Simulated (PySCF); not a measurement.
# Cu: dipole response in aug-cc-pwCVTZ-PP with ECP10

How polarisable is Cu at the levels listed below?

Program: PySCF 2.14.0. Level of theory: unrestricted determinants in a Gaussian basis, no spin-orbit coupling in the energies. These are calculated values, not measurements, unless marked.

**1. The system**

| Item | Value |
| --- | --- |
| Element | copper (Z = 29) |
| Basis | aug-cc-pwCVTZ-PP with ECP10MDF (8s8p7d4f3g, 122 functions) |
| Hamiltonian | scalar relativity through the core potential |
| State 1 | Cu: [Ar] 3d9 4s2, 2D determinant (an excited configuration) |
| Methods | UHF, PBE |

Outer shells as boxes (Hund's rule):

Cu [Ar] 3d9 4s2
```
[Ar] core
3d [↑↓][↑↓][↑↓][↑↓][↑ ]
4s [↑↓]
```

The runs were made by one driver on top of PySCF. The scripts below sum up each run's settings (the driver also hands on starting orbitals that pick excited configurations, and frozen orbitals as a list rather than a count), and the logs come from the driver's own runs. The driver starts from symmetry-adapted Hartree-Fock orbitals, holds the occupation by maximum overlap and uses a logarithmic radial grid for functionals, so a plain start would take other cycles.

It was started by

```sh
$ OMP_NUM_THREADS=1 python atomrun2.py TASK.json OUT
```

The integrals over 122 functions and the set-up took 1.8 s of CPU time.

**2. Cu [Ar] 3d9 4s2**

Level: UHF.

Input file input.py:

```python
from pyscf import gto, scf, dft, mp, cc
import basis_set_exchange as bse
txt = bse.get_basis("aug-cc-pwCVTZ-PP", elements=["Cu"], fmt="nwchem", header=False)
cut = txt.index("\nECP")
mol = gto.M(atom="Cu 0 0 0", charge=0, spin=1, symmetry="D2h",
            basis=gto.basis.parse(txt[:cut]),
            ecp={"Cu": gto.basis.parse_ecp(txt[cut:])})
mf = scf.UHF(mol)
mf.irrep_nelec = {'Ag': (4, 3), 'B1g': (1, 1), 'B2g': (1, 1), 'B3g': (1, 1), 'B1u': (1, 1), 'B2u': (1, 1), 'B3u': (1, 1)}
mf.kernel()
```

Standard output:

```text
damping factor = 0
level_shift factor = 0
DIIS = <class 'pyscf.scf.diis.CDIIS'>
diis_start_cycle = 1
diis_space = 10
diis_damp = 0
SCF conv_tol = 1e-09
SCF conv_tol_grad = None
number electrons alpha = 10  beta = 9
cycle= 1 E= -196.185658140681  delta_E= -0.00564  |g|= 0.0291  |ddm|= 0.0319
cycle= 2 E= -196.185755062497  delta_E= -9.69e-05  |g|= 0.00467  |ddm|= 0.00666
cycle= 3 E= -196.185759337674  delta_E= -4.28e-06  |g|= 0.00163  |ddm|= 0.0039
cycle= 4 E= -196.185759795391  delta_E= -4.58e-07  |g|= 0.000506  |ddm|= 0.000948
cycle= 5 E= -196.185759940421  delta_E= -1.45e-07  |g|= 0.000108  |ddm|= 0.000977
cycle= 6 E= -196.185759950762  delta_E= -1.03e-08  |g|= 2.27e-05  |ddm|= 0.0003
cycle= 7 E= -196.18575995127  delta_E= -5.08e-10  |g|= 4.81e-06  |ddm|= 8.12e-05
converged SCF energy = -196.18575995127  <S^2> = 0.7522537  2S+1 = 2.0022524
```

It took 53 s on 1 thread of Neoverse-V1, shared host, the integrals not counted.

The occupied shells:

```
shell  electrons  mean orbital energy (eV)  spread (eV)  rms radius (bohr)
 3s α          1                   -150.25            0              0.763
 3s β          1                   -147.00            0              0.763
 3p α          3                   -101.20        2.479              0.811
 3p β          3                   -97.353        1.998              0.811
 3d α          5                   -20.451        2.860               1.06
 3d β          4                   -18.767        2.222               1.06
 4s α          1                    -8.021            0               3.17
 4s β          1                    -7.785            0               3.17
```

⟨S²⟩ = 0.752, ⟨L²⟩ = 6.02.

The driver then solved the coupled dipole response at imaginary frequencies: mean α = 55.64 bohr³ (xx, yy, zz: 56.17, 56.17, 54.56), C₆ = 458.0 au for a like pair.

Energies and moments cover only the electrons outside the core potential.

Level: PBE.

Changes to input.py:

```diff
@@ -7,3 +7,3 @@
             ecp={"Cu": gto.basis.parse_ecp(txt[cut:])})
-mf = scf.UHF(mol)
+mf = dft.UKS(mol, xc="PBE")
 mf.irrep_nelec = {'Ag': (4, 3), 'B1g': (1, 1), 'B2g': (1, 1), 'B3g': (1, 1), 'B1u': (1, 1), 'B2u': (1, 1), 'B3u': (1, 1)}
```

Standard output:

```text
damping factor = 0
level_shift factor = 0
DIIS = <class 'pyscf.scf.diis.CDIIS'>
diis_start_cycle = 1
diis_space = 10
diis_damp = 0
SCF conv_tol = 1e-09
SCF conv_tol_grad = None
number electrons alpha = 10  beta = 9
XC functionals = PBE
    J. P. Perdew, K. Burke, and M. Ernzerhof.,  Phys. Rev. Lett. 77, 3865 (1996)
    J. P. Perdew, K. Burke, and M. Ernzerhof.,  Phys. Rev. Lett. 78, 1396 (1997)
    J. P. Perdew, K. Burke, and M. Ernzerhof.,  Phys. Rev. Lett. 77, 3865 (1996)
    J. P. Perdew, K. Burke, and M. Ernzerhof.,  Phys. Rev. Lett. 78, 1396 (1997)
cycle= 1 E= -197.235672842437  delta_E= -0.0212  |g|= 0.253  |ddm|= 0.341
cycle= 2 E= -197.194720511831  delta_E= 0.041  |g|= 0.608  |ddm|= 0.375
cycle= 3 E= -197.246336112963  delta_E= -0.0516  |g|= 0.0407  |ddm|= 0.182
cycle= 4 E= -197.246646026076  delta_E= -0.00031  |g|= 0.00314  |ddm|= 0.019
cycle= 5 E= -197.246648382321  delta_E= -2.36e-06  |g|= 0.000177  |ddm|= 0.00172
cycle= 6 E= -197.246648389846  delta_E= -7.52e-09  |g|= 1.15e-05  |ddm|= 0.000111
cycle= 7 E= -197.246648389895  delta_E= -4.88e-11  |g|= 9.36e-07  |ddm|= 1.7e-05
converged SCF energy = -197.246648389895  <S^2> = 0.75120131  2S+1 = 2.0012009
```

Time after the integrals: 29 s (1 thread of Neoverse-V1, shared host).

The driver then solved the coupled dipole response at imaginary frequencies: mean α = 41.98 bohr³ (xx, yy, zz: 42.38, 42.38, 41.17), C₆ = 313.6 au for a like pair.

Radial density 4πr²ρ of Cu at UHF, the electrons outside the core potential:

```
r (bohr)   density  spin density
 0.00610  1.63e-05         0.000
  0.0103  4.39e-05         0.000
  0.0173  0.000116         0.000
  0.0290  0.000402         0.000
  0.0489   0.00329         0.000
  0.0822    0.0407         0.004
   0.138     0.411         0.045
   0.232      2.89         0.279
   0.391      13.4         0.879
   0.658      22.3         1.155
    1.11      8.82         0.543
    1.86      1.90         0.096
    3.13     0.663        -0.002
    5.27     0.101        -0.004
    8.86   0.00179         0.000
```

**3. Polarisabilities and C₆**

Cu [Ar] 3d9 4s2, in atomic units:

```
method  mean α  C₆ (like pair)  S(−4)
   UHF   55.64           458.0   1666
   PBE   41.98           313.6  907.2
```

α(iu) at PBE:

```
u (hartree)  α(iu) (bohr³)
          0          41.98
     0.0500          39.84
      0.100          34.69
      0.200          23.45
      0.300          15.85
      0.500          8.528
      0.750          5.049
       1.00          3.510
       1.50          2.129
       2.00          1.486
       3.00         0.8709
       5.00         0.4203
```

**4. What came out**

| quantity | value |
| --- | --- |
| α of Cu [Ar] 3d9 4s2 | 41.98 (PBE) to 55.64 (UHF) bohr³ |

**Reading.** A single London oscillator with the computed α and C₆ of Cu [Ar] 3d9 4s2 at UHF would have ω = 4 C₆ / (3 α²) = 0.197 hartree. The basis is finite, and no extrapolation was made.
